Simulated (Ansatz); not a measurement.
Turn this script for Ansatz's Python interface into the input file that the command-line program reads.

`cs2cubicl6.py`
```python
"""Single point of Cs2CuBiCl6 through the engine session."""

import ansatz as az
import numpy as np

settings = {
    "crystal": {
        "lattice": [
            [0.0, 5.315178, 5.315178],
            [5.315178, 0.0, 5.315178],
            [5.315178, 5.315178, 0.0],
        ],
        "atoms": [
            {"symbol": "Cs", "position": [0.75, 0.75, 0.75]},
            {"symbol": "Cs", "position": [0.25, 0.25, 0.25]},
            {"symbol": "Cu", "position": [0.5, 0.5, 0.5]},
            {"symbol": "Bi", "position": [0.0, 0.0, 0.0]},
            {"symbol": "Cl", "position": [0.740865, 0.259135, 0.259135]},
            {"symbol": "Cl", "position": [0.259135, 0.259135, 0.740865]},
            {"symbol": "Cl", "position": [0.259135, 0.740865, 0.740865]},
            {"symbol": "Cl", "position": [0.259135, 0.740865, 0.259135]},
            {"symbol": "Cl", "position": [0.740865, 0.259135, 0.740865]},
            {"symbol": "Cl", "position": [0.740865, 0.740865, 0.259135]},
        ],
    },
    "kpoints": {"mp_grid": {"kspacing": 0.4}},
    "hamiltonian": {"xc": "pbesol"},
    "scf": {"occupations": {"method": "fixed"}},
    "basis": {"ecutwfc": "31 Ry"},
    "output": {"forces": True},
}

planned = az.Session.from_dict(settings).plan(threads=1, pin="off")
out = planned.execute()
summary = out.report

print("%-22s %14.5f eV" % ("F = E - TS", summary["free_energy_ev"]))
print("%-22s %14.5f eV" % ("E", summary["internal_energy_ev"]))
print("%-22s %14.5f eV" % ("Harris-Foulkes", summary["harris_foulkes_ev"]))
print("%-22s %14.5f eV" % ("Fermi level", summary["fermi_energy_ev"]))

# forces, one row an atom
forces = np.array(summary["forces_ev_ang"])
norms = np.linalg.norm(forces, axis=1)
print("largest force {:.4f} eV/A on atom {}".format(norms.max(), norms.argmax()))
print(np.array2string(forces, precision=4, suppress_small=True))

print("doubts on the final state:", summary["published_state_doubts"] or "none")
print("warnings:", sorted({n["data"]["kind"] for n in out.notices if n["data"].get("severity") in ("warning", "doubt")}) or "none")
```

`python cs2cubicl6.py` gives:
```text
F = E - TS               -36380.26735 eV
E                        -36380.26735 eV
Harris-Foulkes           -36380.26735 eV
Fermi level                   4.63639 eV
largest force 0.0638 eV/A on atom 7
[[-0.     -0.      0.    ]
 [-0.      0.      0.    ]
 [ 0.     -0.      0.    ]
 [-0.      0.     -0.    ]
 [ 0.0638 -0.     -0.    ]
 [ 0.     -0.      0.0638]
 [-0.0638  0.     -0.    ]
 [ 0.      0.0638  0.    ]
 [ 0.     -0.0638 -0.    ]
 [-0.      0.     -0.0638]]
doubts on the final state: none
warnings: none
```

`input.yaml`:
```yaml
crystal:
  lattice:
    - [0.0, 5.315178, 5.315178]
    - [5.315178, 0.0, 5.315178]
    - [5.315178, 5.315178, 0.0]
  atoms:
    - { symbol: Cs, position: [0.75, 0.75, 0.75] }
    - { symbol: Cs, position: [0.25, 0.25, 0.25] }
    - { symbol: Cu, position: [0.5, 0.5, 0.5] }
    - { symbol: Bi, position: [0.0, 0.0, 0.0] }
    - { symbol: Cl, position: [0.740865, 0.259135, 0.259135] }
    - { symbol: Cl, position: [0.259135, 0.259135, 0.740865] }
    - { symbol: Cl, position: [0.259135, 0.740865, 0.740865] }
    - { symbol: Cl, position: [0.259135, 0.740865, 0.259135] }
    - { symbol: Cl, position: [0.740865, 0.259135, 0.740865] }
    - { symbol: Cl, position: [0.740865, 0.740865, 0.259135] }
kpoints:
  mp_grid:
    kspacing: 0.4
hamiltonian:
  xc: pbesol
scf:
  occupations:
    method: fixed
basis:
  ecutwfc: "31 Ry"
output:
  forces: true
```

What to keep in mind:
- Absolute energies stand on the zero of these potentials, so only differences at equal settings mean something. A total without «per atom» is that of the cell as typed.
- Spin is left out of this run.
- The Fermi level of a run with fixed occupations marks the highest occupied state on its mesh, not mid-gap.
- Only differences from the Fermi energy are physical; the zero of the scale is a convention.
- Without a Hubbard U or exact exchange, semilocal functionals often make such 3d compounds metallic or too weakly gapped.
- Spin-orbit coupling, which matters for elements this heavy, is left out.
- This cell is a computed structure, which may not be the phase found in nature.
- Timing: 5.9 s on 1 thread of Arm Neoverse V2, on a shared host, peak memory 0.63 GiB.

(Lines on the test bed's own set-up are left out of the output.)
